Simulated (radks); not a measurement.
# Ionisation of Yb³⁺: one atom, several choices of functional

How much does the choice of functional matter for taking an electron from Yb³⁺? Both Yb³⁺ ([Xe] 4f13) and Yb⁴⁺ ([Xe] 4f12) are run for each choice.

The numbers are computed with radks (a radial shooting solver on a logarithmic mesh, Libxc functionals) version 1 (Dirac Kohn-Sham, spin-unpolarised, spherical densities, finite nucleus; open shells are shared between the two j in proportion to 2j + 1), except any that are marked as measured or tabulated.

### 1 Starting point

* element: ytterbium (Z = 70)
* charge: +3
* electrons: 67
* configuration: [Xe] 4f13
* ion: Yb⁴⁺, [Xe] 4f12
* choices: HCTH/407; exchange-only PBE; LDA (Slater exchange, Perdew-Zunger correlation); XLYP; BLYP; LDA (Slater exchange, VWN5 correlation); PW91

Outer shells as boxes (Hund's rule):

Yb³⁺
```
[Xe] core
4f [↑↓][↑↓][↑↓][↑↓][↑↓][↑↓][↑ ]
```

Yb⁴⁺
```
[Xe] core
4f [↑↓][↑↓][↑↓][↑↓][↑↓][↑ ][↑ ]
```

### 2 HCTH/407: Yb³⁺

Input:

```text
Z 70
configuration [Xe] 4f13
relativity Dirac
functional hcth_407
spin unpolarised
j_filling average
nucleus finite rms 5.3108 fm
c 137.035999084
```

### 3 HCTH/407: Yb⁴⁺

Changes since step 2:

```diff
@@ -1,3 +1,3 @@
 Z 70
-configuration [Xe] 4f13
+configuration [Xe] 4f12
 relativity Dirac
```

### 4 exchange-only PBE: Yb³⁺

Input:

```text
Z 70
configuration [Xe] 4f13
relativity Dirac
functional pbe,
spin unpolarised
j_filling average
nucleus finite rms 5.3108 fm
c 137.035999084
```

### 5 exchange-only PBE: Yb⁴⁺

Changes since step 4:

```diff
@@ -1,3 +1,3 @@
 Z 70
-configuration [Xe] 4f13
+configuration [Xe] 4f12
 relativity Dirac
```

### 6 LDA (Slater exchange, Perdew-Zunger correlation): Yb³⁺

Input:

```text
Z 70
configuration [Xe] 4f13
relativity Dirac
functional lda,pz
spin unpolarised
j_filling average
nucleus finite rms 5.3108 fm
c 137.035999084
```

### 7 LDA (Slater exchange, Perdew-Zunger correlation): Yb⁴⁺

Changes since step 6:

```diff
@@ -1,3 +1,3 @@
 Z 70
-configuration [Xe] 4f13
+configuration [Xe] 4f12
 relativity Dirac
```

### 8 XLYP: Yb³⁺

Input:

```text
Z 70
configuration [Xe] 4f13
relativity Dirac
functional xlyp
spin unpolarised
j_filling average
nucleus finite rms 5.3108 fm
c 137.035999084
```

### 9 XLYP: Yb⁴⁺

Changes since step 8:

```diff
@@ -1,3 +1,3 @@
 Z 70
-configuration [Xe] 4f13
+configuration [Xe] 4f12
 relativity Dirac
```

### 10 BLYP: Yb³⁺

Input:

```text
Z 70
configuration [Xe] 4f13
relativity Dirac
functional b88,lyp
spin unpolarised
j_filling average
nucleus finite rms 5.3108 fm
c 137.035999084
```

### 11 BLYP: Yb⁴⁺

Changes since step 10:

```diff
@@ -1,3 +1,3 @@
 Z 70
-configuration [Xe] 4f13
+configuration [Xe] 4f12
 relativity Dirac
```

### 12 LDA (Slater exchange, VWN5 correlation): Yb³⁺

Input:

```text
Z 70
configuration [Xe] 4f13
relativity Dirac
functional lda,vwn5
spin unpolarised
j_filling average
nucleus finite rms 5.3108 fm
c 137.035999084
```

### 13 LDA (Slater exchange, VWN5 correlation): Yb⁴⁺

Changes since step 12:

```diff
@@ -1,3 +1,3 @@
 Z 70
-configuration [Xe] 4f13
+configuration [Xe] 4f12
 relativity Dirac
```

### 14 PW91: Yb³⁺

Input:

```text
Z 70
configuration [Xe] 4f13
relativity Dirac
functional pw91,pw91
spin unpolarised
j_filling average
nucleus finite rms 5.3108 fm
c 137.035999084
```

### 15 PW91: Yb⁴⁺

Changes since step 14:

```diff
@@ -1,3 +1,3 @@
 Z 70
-configuration [Xe] 4f13
+configuration [Xe] 4f12
 relativity Dirac
```

**Question.** What will these runs give? Wanted: for each run, functional; E(Yb³⁺); Δ-SCF; −ε(HOMO); <r> HOMO; error.

**Answer**, as computed:

```csv
functional,E(Yb³⁺) (hartree),Δ-SCF (eV),−ε(HOMO) (eV),<r> HOMO (bohr),error (eV)
HCTH/407,-14080.9840,47.530,36.420,0.7318,+3.92
exchange-only PBE,-14068.5978,44.824,33.929,0.7408,+1.21
"LDA (Slater exchange, Perdew-Zunger correlation)",-14063.9462,46.643,35.676,0.7384,+3.03
XLYP,-14074.3806,46.118,35.183,0.7397,+2.51
BLYP,-14073.5155,46.090,35.152,0.7396,+2.48
"LDA (Slater exchange, VWN5 correlation)",-14063.9718,46.656,35.688,0.7384,+3.05
PW91,-14074.1193,46.382,35.422,0.7388,+2.77
```

The NIST Atomic Spectra Database lists 43.61 eV (semi-empirical). Nearest is exchange-only PBE (+1.21 eV off), farthest HCTH/407 (+3.92 eV). The ionisation energies span 2.71 eV, the total energies of Yb³⁺ 464 eV: most of the change in the total cancels in the difference. Spin polarisation and multiplet splitting are left out, so open shells lie too high by an amount that depends on their filling. Sharing an open shell by 2j + 1 raises it above the true ground level by a part of the spin-orbit splitting, which enters the differences from NIST.
